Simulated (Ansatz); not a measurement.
# Cd2SO: the cost of one run

Program: Ansatz 0.2.0. Level of theory: DFT PBE, scalar-relativistic, plane waves, PAW. These are calculated values, not measurements.

1 further run of the same task is left out (set aside as unsound or not needed).

## (1) The system as given

It takes space group P6_3/mmc (No. 194, hexagonal). Conventional cell: a = 3.598 Å, b = 3.598 Å, c = 12.314 Å, α = 90.00°, β = 90.00°, γ = 120.00°. Cd (site symmetry 3m) has 3 O at 2.51 Å and 3 S at 2.67 Å and 1 Cd at 2.81 Å as nearest neighbours. S (site symmetry -3m) is surrounded by 6 Cd at 2.67 Å. Around O (site symmetry -6m2) lie 6 Cd at 2.51 Å.

As a file:

```cif
data_structure
_symmetry_space_group_name_H-M 'P6_3/mmc'
_symmetry_Int_Tables_number 194
_cell_length_a 3.5978
_cell_length_b 3.5978
_cell_length_c 12.3143
_cell_angle_alpha 90.000
_cell_angle_beta 90.000
_cell_angle_gamma 120.000
_cell_volume 138.04
loop_
_atom_site_label
_atom_site_type_symbol
_atom_site_symmetry_multiplicity
_atom_site_Wyckoff_symbol
_atom_site_fract_x
_atom_site_fract_y
_atom_site_fract_z
_atom_site_occupancy
Cd1 Cd 4 f 0.66667 0.33333 0.36426 1
S1 S 2 a 0.00000 0.00000 0.00000 1
O1 O 2 c 0.66667 0.33333 0.75000 1
```

The cell was relaxed beforehand at this level, from a database cell with other species swapped in; it is a trial structure. At a tolerance of 0.05 Å it has space group P6_3/mmc (No. 194); it has 17.26 Å³/atom, an uncorrected energy of -0.61 eV/atom over the elements.

## (2) Bands, states and charges

Input file input.yaml:

```yaml
crystal:
  lattice:
    - [3.597793513, 0.0, 0.0]
    - [-1.7988967565, 3.1157805798, 0.0]
    - [0.0, 0.0, 12.3142843657]
  atoms:
    - { symbol: Cd, position: [0.6666666667, 0.3333333333, 0.3642604965] }
    - { symbol: Cd, position: [0.3333333333, 0.6666666667, 0.6357395035] }
    - { symbol: Cd, position: [0.3333333333, 0.6666666667, 0.8642604965] }
    - { symbol: Cd, position: [0.6666666667, 0.3333333333, 0.1357395035] }
    - { symbol: S, position: [0.0, 0.0, 0.0] }
    - { symbol: S, position: [0.0, 0.0, 0.5] }
    - { symbol: O, position: [0.6666666667, 0.3333333333, 0.75] }
    - { symbol: O, position: [0.3333333333, 0.6666666667, 0.25] }
basis:
  ecutwfc: 420
kpoints:
  mp_grid: { grid: [12, 12, 4] }
  band_path:
    path:
      - [[0.0, 0.0, 0.0], [0.5, 0.0, 0.0], [0.33333333, 0.33333333, 0.0], [0.0, 0.0, 0.0], [0.0, 0.0, 0.5], [0.5, 0.0, 0.5], [0.33333333, 0.33333333, 0.5], [0.0, 0.0, 0.5]]
      - [[0.5, 0.0, 0.5], [0.5, 0.0, 0.0]]
      - [[0.33333333, 0.33333333, 0.5], [0.33333333, 0.33333333, 0.0]]
    npoints: 14
hamiltonian:
  xc: pbe
scf:
  occupations: { method: gaussian, width: 0.1 }
  n_extra_bands: 20
output:
  forces: true
  stress: true
  eigenvalues: true
  populations: true
  dos: { projected: true, de: 0.02, nscf_kmesh: { grid: [15, 15, 5] } }
  bader: true
  write_density: true
  write_potential: true
  elf: true
  volumetric_format: npy
```

Started as:

```console
> ansatz run input.yaml --threads 1 --pin off --max-ram 2560MiB --backend cpu --events-out ev --progress --plain --runs-dir out
```

Q: Estimate wall time and peak memory on 1 thread of Intel Xeon Gold 6455B (Sapphire Rapids), shared host.

About 86 s, with a peak of 0.98 GiB.
